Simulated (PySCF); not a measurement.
# C3H7B: the cost of one run

The runs use PySCF 2.14.0, with density-fitted response routines of our own; the level of theory stands in each step. All values are computed, except where a source is named. Atoms count from 0, in the outputs and in this text.

### 1 The starting structure

11 atoms, charge 0, multiplicity 1; geometry from: GFN2-xTB. The atoms were then displaced at random by about 0.01 Å, so the start is not that level's minimum.

Bonds of the start (Å): B0–C1 1.54, C1–C2 1.48, C2–C3 1.37, B0–H4 1.16, B0–H5 1.20, C1–H6 1.09, C1–H7 1.08, C2–H8 1.10, C3–H9 1.06, C3–H10 1.05.

### 2 Optimising the geometry at PBE0-D3(BJ)/def2-SVP

Job settings and geometry (Å):

```
{"job": {"xc": "PBE0", "basis": "def2-SVP", "d3": "d3bj", "grid": 1, "shake": 0.01, "kind": "geom"}, "charge": 0, "multiplicity": 1}
B     -1.711340     0.478660     0.259750
C     -0.569030    -0.312370    -0.412890
C      0.696850    -0.365790     0.348630
C      1.906680     0.099790    -0.085240
H     -1.695090     0.796110     1.374230
H     -2.672450     0.783170    -0.390320
H     -0.356960     0.024840    -1.432140
H     -0.937060    -1.325300    -0.512890
H      0.645210    -0.796280     1.363960
H      1.969190     0.539840    -1.049280
H      2.762110     0.051500     0.520520
```

The run is started by

```
$ OMP_NUM_THREADS=1 python probes_run.py task.json out
```

One launch serves the whole session: the jobs run in the order shown.

Q: Estimate the wall time and peak memory of this first job on 1 thread of Arm Neoverse V2, shared host.

About 19 s, with a peak of 0.38 GiB.
